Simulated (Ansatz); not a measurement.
# InCl2: a trial structure relaxed

Where does InCl2 go from the start given, structure listed in a database for this formula (Pnna, No. 52)?

Program: Ansatz 0.2.0. Level of theory: DFT PBE, scalar-relativistic, plane waves, PAW. These are calculated values, not measurements.

### Step 1. Starting point

It takes space group Pnna (No. 52, orthorhombic). Conventional cell: a = 7.710 Å, b = 9.921 Å, c = 9.943 Å, α = 90.00°, β = 90.00°, γ = 90.00°. In (site symmetry 2) is surrounded by 4 Cl at 2.38 Å. In (site symmetry 2) has 8 Cl at 3.21 to 3.39 Å as nearest neighbours. Around Cl (site symmetry 1) lie 3 In at 2.38 to 3.36 Å. Around Cl (site symmetry 1) lie 3 In at 2.38 to 3.39 Å.

Coordinates:

```
CELL_PARAMETERS angstrom
7.71045 0.00000 0.00000
0.00000 9.92091 0.00000
0.00000 0.00000 9.94256
ATOMIC_POSITIONS crystal
In 0.25000 0.00000 0.18619
In 0.75000 0.00000 0.81381
In 0.25000 0.50000 0.31381
In 0.75000 0.50000 0.68619
In 0.68832 0.25000 0.25000
In 0.31168 0.75000 0.75000
In 0.81168 0.75000 0.25000
In 0.18832 0.25000 0.75000
Cl 0.00062 0.04737 0.31942
Cl 0.99938 0.95263 0.68058
Cl 0.49938 0.95263 0.31942
Cl 0.49938 0.54737 0.18058
Cl 0.50062 0.04737 0.68058
Cl 0.50062 0.45263 0.81942
Cl 0.00062 0.45263 0.18058
Cl 0.99938 0.54737 0.81942
Cl 0.34002 0.18653 0.05223
Cl 0.65998 0.81347 0.94777
Cl 0.15998 0.81347 0.05223
Cl 0.15998 0.68653 0.44777
Cl 0.84002 0.18653 0.94777
Cl 0.84002 0.31347 0.55223
Cl 0.34002 0.31347 0.44777
Cl 0.65998 0.68653 0.55223
```

(A quick probe on a coarse mesh, which set the mesh and smearing, is not shown.)

### Step 3. Relaxing cell and atoms

File input.yaml:

```yaml
crystal:
  lattice:
    - [7.71044929, 0.0, 0.0]
    - [0.0, 9.92091095, 0.0]
    - [0.0, 0.0, 9.94255728]
  atoms:
    - { symbol: In, position: [0.25, 0.0, 0.18619018] }
    - { symbol: In, position: [0.75, 0.0, 0.81380982] }
    - { symbol: In, position: [0.25, 0.5, 0.31380982] }
    - { symbol: In, position: [0.75, 0.5, 0.68619018] }
    - { symbol: In, position: [0.68832405, 0.25, 0.25] }
    - { symbol: In, position: [0.31167595, 0.75, 0.75] }
    - { symbol: In, position: [0.81167595, 0.75, 0.25] }
    - { symbol: In, position: [0.18832405, 0.25, 0.75] }
    - { symbol: Cl, position: [0.0006205, 0.04736721, 0.31941983] }
    - { symbol: Cl, position: [0.9993795, 0.95263279, 0.68058017] }
    - { symbol: Cl, position: [0.4993795, 0.95263279, 0.31941983] }
    - { symbol: Cl, position: [0.4993795, 0.54736721, 0.18058017] }
    - { symbol: Cl, position: [0.5006205, 0.04736721, 0.68058017] }
    - { symbol: Cl, position: [0.5006205, 0.45263279, 0.81941983] }
    - { symbol: Cl, position: [0.0006205, 0.45263279, 0.18058017] }
    - { symbol: Cl, position: [0.9993795, 0.54736721, 0.81941983] }
    - { symbol: Cl, position: [0.34001839, 0.18653338, 0.05223074] }
    - { symbol: Cl, position: [0.65998161, 0.81346662, 0.94776926] }
    - { symbol: Cl, position: [0.15998161, 0.81346662, 0.05223074] }
    - { symbol: Cl, position: [0.15998161, 0.68653338, 0.44776926] }
    - { symbol: Cl, position: [0.84001839, 0.18653338, 0.94776926] }
    - { symbol: Cl, position: [0.84001839, 0.31346662, 0.55223074] }
    - { symbol: Cl, position: [0.34001839, 0.31346662, 0.44776926] }
    - { symbol: Cl, position: [0.65998161, 0.68653338, 0.55223074] }
basis:
  ecutwfc: 420
kpoints:
  mp_grid: { grid: [4, 4, 4] }
hamiltonian:
  xc: pbe
scf:
  occupations: { method: gaussian, width: 0.02 }
output:
  forces: true
  stress: true
  eigenvalues: true
relax:
  adjacent_minimum: "off"
  f_tol: 0.01
  max_steps: 80
  cell: { stress_tol: 0.05 }
```

Launch:

```console
$ ansatz run input.yaml --threads 4 --pin off --max-ram 10240MiB --backend cpu --events-out ev --progress --plain --runs-dir out
```

The session goes on with these runs: second relaxation.

Q: Predict the outcome of this session.

As calculated:

Formation energies count from the elements, computed with the same settings in runs not shown here.

| quantity | value |
| --- | --- |
| cell | a = 7.729 Å, b = 10.431 Å, c = 10.271 Å, α = 90.00°, β = 90.00°, γ = 90.00° |
| space group | Pnna (No. 52) |
| volume | 34.50 Å³/atom |
| gap on the mesh | 2.98 eV |
| formation energy from the elements | -1.066 eV/atom |

The space group stayed Pnna, and from the first guess the volume went from 31.69 to 34.50 Å³/atom. With -1.07 eV/atom it lies under the elements, which doesn't yet make it stable against other compounds of them.

The gaps are Kohn-Sham values of a semilocal functional, not quasiparticle or optical gaps. Such gaps usually fall short of the measured ones.
